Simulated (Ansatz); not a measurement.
# ZrGeSe: further runs on the relaxed cell

One table from this session's results is given with a row withheld; the runs are named, their logs left out.

Program: Ansatz 0.2.0. Level of theory: DFT PBEsol, scalar-relativistic, plane waves, PAW. These are calculated values, not measurements.

1 further run of the same task is left out (set aside as unsound or not needed).

## The starting structure

Symmetry: P4/nmm, No. 129, tetragonal system. The conventional cell has a = 3.681 Å, b = 3.681 Å, c = 8.267 Å, α = 90.00°, β = 90.00°, γ = 90.00°. Around Zr (site symmetry 4mm) lie 5 Se at 2.78 to 2.95 Å and 4 Ge at 2.85 Å. Ge (site symmetry -4m2) has 4 Ge at 2.60 Å and 4 Zr at 2.85 Å as nearest neighbours. Around Se (site symmetry 4mm) lie 5 Zr at 2.78 to 2.95 Å.

Structure file:

```
Zr Ge Se
1.0
     3.68081    0.00000    0.00000
     0.00000    3.68081    0.00000
     0.00000    0.00000    8.26707
Zr Ge Se
2 2 2
Direct
  0.00000 0.50000 0.26306
  0.50000 0.00000 0.73694
  0.00000 0.00000 0.00000
  0.50000 0.50000 0.00000
  0.00000 0.50000 0.61998
  0.50000 0.00000 0.38002
```

This cell was relaxed beforehand with the same method: volume 18.67 Å³/atom, gap on the mesh none (metal).

Set-up of the first run:

Contents of input.yaml:

```yaml
crystal:
  lattice:
    - [3.6808133256, 0.0, 0.0]
    - [0.0, 3.6808133256, 0.0]
    - [0.0, 0.0, 8.2670713691]
  atoms:
    - { symbol: Zr, position: [0.0, 0.5, 0.2630581084] }
    - { symbol: Zr, position: [0.5, 0.0, 0.7369418916] }
    - { symbol: Ge, position: [0.0, 0.0, 0.0] }
    - { symbol: Ge, position: [0.5, 0.5, 0.0] }
    - { symbol: Se, position: [0.0, 0.5, 0.6199762766] }
    - { symbol: Se, position: [0.5, 0.0, 0.3800237234] }
basis:
  ecutwfc: 420
kpoints:
  mp_grid: { grid: [10, 10, 6] }
  band_path:
    path:
      - [[0.0, 0.0, 0.0], [0.0, 0.5, 0.0], [0.5, 0.5, 0.0], [0.0, 0.0, 0.0], [0.0, 0.0, 0.5], [0.0, 0.5, 0.5], [0.5, 0.5, 0.5], [0.0, 0.0, 0.5]]
      - [[0.0, 0.5, 0.0], [0.0, 0.5, 0.5]]
      - [[0.5, 0.5, 0.0], [0.5, 0.5, 0.5]]
    npoints: 14
hamiltonian:
  xc: pbesol
scf:
  occupations: { method: gaussian, width: 0.1 }
  n_extra_bands: 15
output:
  forces: true
  stress: true
  eigenvalues: true
  populations: true
  dos: { projected: true, de: 0.02, nscf_kmesh: { grid: [15, 15, 9] } }
  bader: true
  write_density: true
  write_potential: true
  elf: true
  volumetric_format: npy
```

Run with:

```console
$ ansatz run input.yaml --threads 2 --pin off --max-ram 5120MiB --backend cpu --events-out ev --progress --plain --runs-dir out
```

Among the steps run: Electronic structure at the relaxed geometry; Point at V/V0 = 0.97; Point at V/V0 = 1.03; The cell scaled to 0.94 of its volume; Point at V/V0 = 1.06.

One of the session's tables, all rows but one given; the rest of the session is left out.

It belongs to the step «Fit of the equation of state». 

| volume (Å³/atom) | energy above the lowest point (meV/atom) | pressure (GPa) |
| --- | --- | --- |
| 17.548 | 27.6 | 8.36 |
| 18.108 | 6.5 | 3.83 |
| 18.668 | 0.0 | 0.01 |
| 19.228 | ? | ? |
| 19.788 | 21.7 | -5.85 |

Estimate the missing values for volume (Å³/atom) = 19.228.

Worked estimate for «energy above the lowest point (meV/atom)». A straight line through the neighbours (18.668, 0.0) and (19.788, 21.7) gives 0.0 + (21.7 − 0.0) × (19.228 − 18.668) / (19.788 − 18.668) = 10.9; a parabola fitted to 3 rows on both sides gives 5.1.

**Answer.** energy above the lowest point (meV/atom): 5.8; pressure (GPa): -3.22. In «energy above the lowest point (meV/atom)» the line misses by +5.1 and the parabola by -0.7.
